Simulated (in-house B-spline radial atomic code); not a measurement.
# K²⁺: a fraction of an electron removed from 3p

How does the M06-2X energy of K²⁺ change when part of an electron is removed from 3p?

The numbers are computed with in-house B-spline radial atomic code version 1 (non-relativistic M06-2X, spin-polarised, spherical fractional occupations, point nucleus, basis-set limit), except any that are marked as measured or tabulated.

### Step 1. Starting point

* element: potassium (Z = 19)
* charge: +2
* electrons: 17
* configuration: [Ne] 3s2 3p5
* Hamiltonian: non-relativistic
* nucleus: point

Outer shells as boxes (Hund's rule):

[Ne] 3s2 3p5
```
[Ne] core
3s [↑↓]
3p [↑↓][↑↓][↑ ]
```

Where spins are not typed, each open shell is filled with up spins first.

### Step 2. The start, at fraction 0

Input settings:

```ini
Z = 19
electrons = 17.0
configuration = [Ne] 3s2 3p5
hamiltonian = nr
method = m062x
spin_polarised = True
```

### Step 3. 0.1 electron removed from 3p

Input settings:

```ini
Z = 19
electrons = 16.9
configuration = [Ne] 3s2 3p4.9
hamiltonian = nr
method = m062x
spin_polarised = True
```

### Step 4. 0.15 electron removed from 3p

Input settings:

```ini
Z = 19
electrons = 16.85
configuration = [Ne] 3s2 3p4.85
hamiltonian = nr
method = m062x
spin_polarised = True
```

### Step 5. 0.29 electron removed from 3p

Input settings:

```ini
Z = 19
electrons = 16.71
configuration = [Ne] 3s2 3p4.71
hamiltonian = nr
method = m062x
spin_polarised = True
```

### Step 6. 0.5 electron removed from 3p

Input settings:

```ini
Z = 19
electrons = 16.5
configuration = [Ne] 3s2 3p4.5
hamiltonian = nr
method = m062x
spin_polarised = True
```

### Step 7. 0.57 electron removed from 3p

Input settings:

```ini
Z = 19
electrons = 16.43
configuration = [Ne] 3s2 3p4.43
hamiltonian = nr
method = m062x
spin_polarised = True
```

### Step 8. 0.66 electron removed from 3p

Input settings:

```ini
Z = 19
electrons = 16.34
configuration = [Ne] 3s2 3p4.34
hamiltonian = nr
method = m062x
spin_polarised = True
```

### Step 9. 0.75 electron removed from 3p

Input settings:

```ini
Z = 19
electrons = 16.25
configuration = [Ne] 3s2 3p4.25
hamiltonian = nr
method = m062x
spin_polarised = True
```

### Step 10. 0.92 electron removed from 3p

Input settings:

```ini
Z = 19
electrons = 16.08
configuration = [Ne] 3s2 3p4.08
hamiltonian = nr
method = m062x
spin_polarised = True
```

### Step 11. 1 electron removed from 3p

Input settings:

```ini
Z = 19
electrons = 16.0
configuration = [Ne] 3s2 3p4
hamiltonian = nr
method = m062x
spin_polarised = True
```

Q: How does the energy change with the fraction, and which way and how far does it bend from the straight line between the ends?

The runs gave:

| fraction | energy change (eV) | less the straight line (eV) | level 3p down (eV) | sum of <r²> (bohr²) |
| --- | --- | --- | --- | --- |
| 0 | 0.0000 | 0.0000 | -39.923 | 15.680 |
| 0.1 | 4.0503 | -0.5335 | -41.084 | 15.335 |
| 0.15 | 6.1191 | -0.7567 | -41.668 | 15.164 |
| 0.29 | 12.0674 | -1.2257 | -43.311 | 14.695 |
| 0.5 | 21.4242 | -1.4951 | -45.806 | 14.012 |
| 0.57 | 24.6600 | -1.4679 | -46.646 | 13.790 |
| 0.66 | 28.9068 | -1.3465 | -47.730 | 13.508 |
| 0.75 | 33.2516 | -1.1272 | -48.821 | 13.231 |
| 0.92 | 41.7274 | -0.4440 | -50.897 | 12.718 |
| 1 | 45.8384 | 0.0000 | -51.880 | 12.481 |

What this shows: From fraction 0 to 1 the energy changes by 45.838 eV. It sags under the straight line by up to 1.50 eV (at 0.5); exact theory is straight between whole electron numbers, so this convex bend is an error (delocalisation) that favours fractional charges. Slater's transition state, the slope from the orbital energy at fraction 0.5 (Janak's theorem), gives 45.806 eV for the whole step. The tabulated ionisation energy is 45.8031 ± 0.0017 eV (semi-empirical; NIST Atomic Spectra Database), so the whole step is off by +0.04 eV, and minus the highest level at fraction 0 (39.923 eV) by -5.88 eV. Open shells are averaged (over orientations, and over spins where the run is restricted), while tables refer to the lowest levels. Here exact exchange is taken at spherical fractional occupations, which leaves self-interaction in open p, d and f shells; that spoils the energies somewhat, at whole numbers too.
